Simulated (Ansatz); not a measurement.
# GeH4O2SeSi: the cost of one run

Program: Ansatz 0.2.0. Level of theory: RKS PBE/def2-SVP. These are calculated values, not measurements.

## Step 1: The system as given

Bond lengths: O1–Ge2 1.764 Å, Ge2–O3 1.764 Å, Ge2–Si4 2.216 Å, Ge2–Se5 2.390 Å, Si4–Se5 2.254 Å, O1–H6 1.059 Å, O3–H7 0.966 Å, Si4–H8 1.462 Å, Si4–H9 1.550 Å. Angles (14 of 15 angles, heavy atoms first): O1–Ge2–O3 116.3°, O1–Ge2–Si4 121.4°, O1–Ge2–Se5 115.9°, O3–Ge2–Si4 118.1°, O3–Ge2–Se5 112.8°, Si4–Ge2–Se5 58.5°, Ge2–Si4–Se5 64.6°, Ge2–Se5–Si4 56.9°, Ge2–O1–H6 104.0°, Ge2–O3–H7 108.5°, Ge2–Si4–H8 115.5°, Ge2–Si4–H9 113.6°, Se5–Si4–H8 114.1°, Se5–Si4–H9 113.9°.

Structure file:

```xyz
9

O     0.8007    1.7654    1.1748
Ge    0.6847    0.3258    0.1616
O     2.1674   -0.6067   -0.0443
Si   -1.2489   -0.7062   -0.1627
Se   -0.5422    0.5798   -1.8742
H    -0.1676    2.1915    1.1250
H     1.9786   -1.3612   -0.6170
H    -1.1610   -2.1427   -0.4206
H    -2.4233   -0.0920    0.6403
```

## Step 2: Relaxing end A

File input.yaml:

```yaml
crystal:
  periodic: [false, false, false]
  atoms:
    - { symbol: O, position_ang: [0.8007, 1.7654, 1.1748] }
    - { symbol: Ge, position_ang: [0.6847, 0.3258, 0.1616] }
    - { symbol: O, position_ang: [2.1674, -0.6067, -0.0443] }
    - { symbol: Si, position_ang: [-1.2489, -0.7062, -0.1627] }
    - { symbol: Se, position_ang: [-0.5422, 0.5798, -1.8742] }
    - { symbol: H, position_ang: [-0.1676, 2.1915, 1.125] }
    - { symbol: H, position_ang: [1.9786, -1.3612, -0.617] }
    - { symbol: H, position_ang: [-1.161, -2.1427, -0.4206] }
    - { symbol: H, position_ang: [-2.4233, -0.092, 0.6403] }
basis:
  gaussian: { orbitals: def2-SVP }
hamiltonian:
  xc: pbe
relax:
  f_tol: 0.015
  max_steps: 40
```

Command:

```sh
ansatz run input.yaml --threads 2 --pin off --max-ram 3072MiB --backend cpu --events-out ev --progress --plain --runs-dir out
```

**Question.** How long does this run take on 2 threads of Arm Neoverse V1, shared host, and how much memory does it need?

About 29 s, with a peak of 0.19 GiB.
